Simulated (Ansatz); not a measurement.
# Bi2Se3 (Paraguanajuatite): the cost of one run

Computed with Ansatz 0.2.0 (DFT LDA, scalar-relativistic, plane waves, PAW, unless a step's input says otherwise).

## (1) Starting point

The structure is trigonal, space group R-3m (No. 166). Conventional cell: a = 4.143 Å, b = 4.143 Å, c = 28.636 Å, α = 90.00°, β = 90.00°, γ = 120.00°. Bi (site symmetry 3m) has 6 Se at 2.85 to 3.07 Å as nearest neighbours. Se (site symmetry -3m) is surrounded by 6 Bi at 3.07 Å. Around Se (site symmetry 3m) lie 3 Bi at 2.85 Å.

As a file:

```xyz
5
Lattice="2.0715 1.1960 9.5453 -2.0715 1.1960 9.5453 0.0000 -2.3920 9.5453" Properties=species:S:1:pos:R:3 pbc="T T T"
Bi    0.0000    0.0000   11.4773
Bi    0.0000    0.0000   17.1587
Se    0.0000    0.0000    0.0000
Se    0.0000    0.0000    6.0622
Se    0.0000    0.0000   22.5738
```

Source of the structure: the Crystallography Open Database.

(A quick probe on a coarse mesh, which set the mesh and smearing, is not shown.)

## (3) Full relaxation

The input, input.yaml:

```yaml
crystal:
  lattice:
    - [2.0715, 1.1959810826, 9.5453333333]
    - [-2.0715, 1.1959810826, 9.5453333333]
    - [0.0, -2.3919621653, 9.5453333333]
  atoms:
    - { symbol: Bi, position: [0.4008, 0.4008, 0.4008] }
    - { symbol: Bi, position: [0.5992, 0.5992, 0.5992] }
    - { symbol: Se, position: [0.0, 0.0, 0.0] }
    - { symbol: Se, position: [0.2117, 0.2117, 0.2117] }
    - { symbol: Se, position: [0.7883, 0.7883, 0.7883] }
basis:
  ecutwfc: 420
kpoints:
  mp_grid: { grid: [12, 12, 12] }
hamiltonian:
  xc: lda
scf:
  occupations: { method: gaussian, width: 0.01 }
output:
  forces: true
  stress: true
  eigenvalues: true
  write_density: true
  write_potential: true
  elf: true
  volumetric_format: npy
relax:
  adjacent_minimum: "off"
  f_tol: 0.005
  max_steps: 80
  cell: { stress_tol: 0.05 }
```

Command:

```
> ansatz run input.yaml --threads 1 --pin off --max-ram 2560MiB --backend cpu --events-out ev --progress --plain --runs-dir out
```

**Question.** How long does this run take on 1 thread of Intel Xeon at 2.70GHz, shared host, and how much memory does it need?

About 9.4 min, with a peak of 1 GiB.
